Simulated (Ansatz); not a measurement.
# GaPN+ (quintet): from Hartree-Fock to the top rungs, cc-pVDZ

The task here is to estimate one member of a computed series from the others.

The runs use Ansatz 0.2.0, Gaussian basis; cc-pVDZ, core rule «outside noble gas», up to 20 orbitals frozen.

The runs, in order: UHF; CCSD(T) on ROHF; CCSD(T) on UHF; BCCD(T) on ROHF; CISD; CCSDT(Q) on ROHF; CCSDT(Q) on UHF.

36 further runs of the same task are left out: 15 for a known fault of the program, 9 that didn't finish, 12 set aside as unsound or not needed.

### What is computed

The geometry is a PBE0/def2-TZVP stationary point (not a proven minimum) of the parent state, kept for this charge and spin. No spin-orbit coupling is included. The filled d shell of Ga may be among the frozen orbitals whatever the setting's name suggests; the logs give the count.

3 atoms, charge 1, spin multiplicity 5.

Atoms are counted from 1 here; the program's logs count them from 0.

Bond lengths: Ga1–P2 2.418 Å, Ga1–N3 1.835 Å, P2–N3 1.712 Å. Angles: P2–Ga1–N3 44.9°, Ga1–P2–N3 49.2°, Ga1–N3–P2 85.9°.

As a file:

```xyz
3

Ga    0.00000    0.09376    0.82161
P     0.00000    0.28443   -1.58919
N     0.00000   -1.09572   -0.57556
```

Set-up of the first run:

File in.yaml:

```yaml
crystal:
  periodic: [false, false, false]
  atoms:
    - {symbol: Ga, position_ang: [0.000000, 0.093764, 0.821607]}
    - {symbol: P, position_ang: [0.000000, 0.284432, -1.589191]}
    - {symbol: N, position_ang: [0.000000, -1.095724, -0.575558]}
basis:
  gaussian: {orbitals: cc-pVDZ}
total_charge: 1
magnetization: {spin_polarized: true, initial_magnetization: 4}
hamiltonian: {xc: hf}
output: {orbitals: {seedname: orbitals}}
```

Started as:

```
ansatz run in.yaml --threads 1 --pin off --events-out ev --progress --plain --max-ram 2393MiB
```

Among the steps run: UHF; CCSD(T) on ROHF; CCSD(T) on UHF; BCCD(T) on ROHF; CISD; CCSDT(Q) on ROHF; CCSDT(Q) on UHF.

One of the session's tables, all rows but one given; the rest of the session is left out.

It belongs to the step «Misses and costs». 

| method | from UCCSDT(Q) (kJ/mol) |
| --- | --- |
| ROHF | +749.6 |
| UHF | +702.0 |
| RMP2 | +106.0 |
| UMP2 | +124.6 |
| RCCSD | +33.6 |
| UCCSD | +30.7 |
| RCCSD(T) | +6.8 |
| UCCSD(T) | +6.3 |
| BCCD(T) | ? |
| RCCSDT | +3.6 |
| UCCSDT | +2.3 |
| RCCSDT(Q) | +1.2 |
| UCCSDT(Q) | 0 |

**Question.** Estimate the row for BCCD(T).

As computed: from UCCSDT(Q) (kJ/mol): +7.0. In the column «from UCCSDT(Q) (kJ/mol)» it lies between RCCSD(T) (+6.8) and UCCSD (+30.7).

Not comparable, so not listed: CISD (they don't share determinant, frozen orbitals or solution with the rows shown, or repeat one).

To keep in mind: Restricted and unrestricted rows rest on different reference determinants; where their highest levels disagree by more than a few hundredths of an eV, they describe different states and don't form one ladder.
